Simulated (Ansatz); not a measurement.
**CH₃NSiTe: up Jacob's ladder to CCSD(T)**

Aim: compute CH₃NSiTe with functionals from several rungs and with coupled cluster, and see how far each lands from CCSD(T) at the basis-set limit for the atomisation energy.

Method: functionals in def2-TZVPP, the program's frozen cores in correlated methods; program: Ansatz 0.2.0, Gaussian basis.

Levels to be run: LDA (SPW92), PBE-D4, revPBE-D4, BLYP-D4, r2SCAN-D4, B97M-V, PBE0-D4, B3LYP-D4, r2SCANh-D4, r2SCAN0-D4, HSE06-D4, BHLYP-D4, CAM-B3LYP-D4, LC-ωPBE, ωB97X-V, ωB97M-V, B2PLYP, PBE-QIDH; CCSD(T)/def2-SVP; CCSD(T)/def2-TZVPP; MP2/def2-QZVPP; extrapolation to the limit; RPA on PBE.

### Step 1. Structure used throughout

All runs share one geometry, relaxed beforehand with PBE0-D4 in a triple-zeta def2 set. Te takes the def2 core potential; no spin-orbit term is included.

SMILES `C1=N[SiH2][Te]1`, 7 atoms, charge 0, spin multiplicity 1.

Atoms are counted from 1 here; the program's logs count them from 0.

Bond lengths: C1–N2 1.265 Å, C1–Te4 2.175 Å, C1–H5 1.094 Å, N2–Si3 1.763 Å, Si3–Te4 2.509 Å, Si3–H6 1.482 Å, Si3–H7 1.482 Å. Angles: N2–C1–Te4 115.4°, N2–C1–H5 124.6°, Te4–C1–H5 120.0°, C1–N2–Si3 99.8°, N2–Si3–Te4 85.4°, N2–Si3–H6 112.9°, N2–Si3–H7 112.9°, Te4–Si3–H6 116.3°, Te4–Si3–H7 116.3°, H6–Si3–H7 110.8°, C1–Te4–Si3 59.4°.

### Step 2. LDA

This LDA is Slater exchange with PW92 correlation.

in.yaml reads:

```yaml
crystal:
  periodic: [false, false, false]
  atoms:
    - {symbol: C, position_ang: [-0.779129, -0.346312, -1.013499]}
    - {symbol: N, position_ang: [0.482817, -0.263038, -0.985963]}
    - {symbol: Si, position_ang: [0.714541, 0.232732, 0.690110]}
    - {symbol: Te, position_ang: [-1.787169, 0.130411, 0.853966]}
    - {symbol: H, position_ang: [-1.364194, -0.633940, -1.892558]}
    - {symbol: H, position_ang: [1.327221, 1.576434, 0.814466]}
    - {symbol: H, position_ang: [1.467115, -0.764287, 1.487578]}
basis:
  gaussian: {orbitals: def2-TZVPP}
hamiltonian: {xc: lda}
output: {orbitals: {seedname: orbitals}}
```

Further steps of the session: PBE-D4 (GGA); revPBE-D4 (GGA); BLYP-D4 (GGA); r2SCAN-D4 (meta-GGA); B97M-V (meta-GGA); PBE0-D4 (hybrid); B3LYP-D4 (hybrid); r2SCANh-D4 (hybrid); r2SCAN0-D4 (hybrid); HSE06-D4 (hybrid); BHLYP-D4 (hybrid); CAM-B3LYP-D4 (range-separated); LC-ωPBE (range-separated); ωB97X-V (range-separated); ωB97M-V (range-separated); B2PLYP (double hybrid); PBE-QIDH (double hybrid); CCSD(T) in def2-SVP; CCSD(T) in def2-TZVPP; MP2 in def2-QZVPP; RPA on PBE orbitals.

**Question.** What will the summary of the whole plan be? Wanted: atomisation energy, CCSD(T)/CBS; farthest beyond LDA; mean size of error, GGA; mean size of error, meta-GGA; mean size of error, hybrid; mean size of error, range-separated; mean size of error, double hybrid; gap, smallest and largest; T1 diagnostic.

As calculated:

| quantity | value |
| --- | --- |
| atomisation energy, CCSD(T)/CBS | 2379.4 kJ/mol |
| functionals within 23.8 kJ/mol (1.0 %) | revPBE-D4, BLYP-D4, r2SCAN-D4, B97M-V, PBE0-D4, B3LYP-D4, HSE06-D4, CAM-B3LYP-D4, ωB97X-V, ωB97M-V |
| farthest beyond LDA | BHLYP-D4 (-112.8 kJ/mol) |
| mean size of error, GGA | 32.2 kJ/mol |
| mean size of error, meta-GGA | 8.1 kJ/mol |
| mean size of error, hybrid | 38.7 kJ/mol |
| mean size of error, range-separated | 22.3 kJ/mol |
| mean size of error, double hybrid | 39.4 kJ/mol |
| gap, smallest and largest | 3.06 eV (BLYP-D4), 9.44 eV (LC-ωPBE) |
| T1 diagnostic | 0.0149 |
| triples share of the correlation energy | 3.9 % |

The LDA atomisation energy is off by 396.2 kJ/mol (17 %): it overbinds. PBE-D4 is off by +75.0 kJ/mol. Double hybrids carry the basis error of their MP2 part in triple zeta, and no dispersion term here, so their miss is partly the set-up's. The rungs meta-GGA, range-separated miss on average by less than the doubt on the reference (23.8 kJ/mol), so they tie. The reference freezes the cores and leaves out spin-orbit coupling and excitations past (T), and its outer-core shells are covered unevenly, so misses under about 23.8 kJ/mol can't be ranked. All levels share the lack of spin-orbit coupling, which lowers the free heavy atoms and so the true binding. Hartree-Fock recovers 64 % of the binding; the rest is correlation. CCSD(T) in def2-SVP is off by -229.2 kJ/mol, more than most functionals: a good method in a small basis is no reference. Orbital gaps span 3.1 to 9.4 eV; exact exchange widens them. Correlated methods include outer-core shells of Te, which these sets cover unevenly.
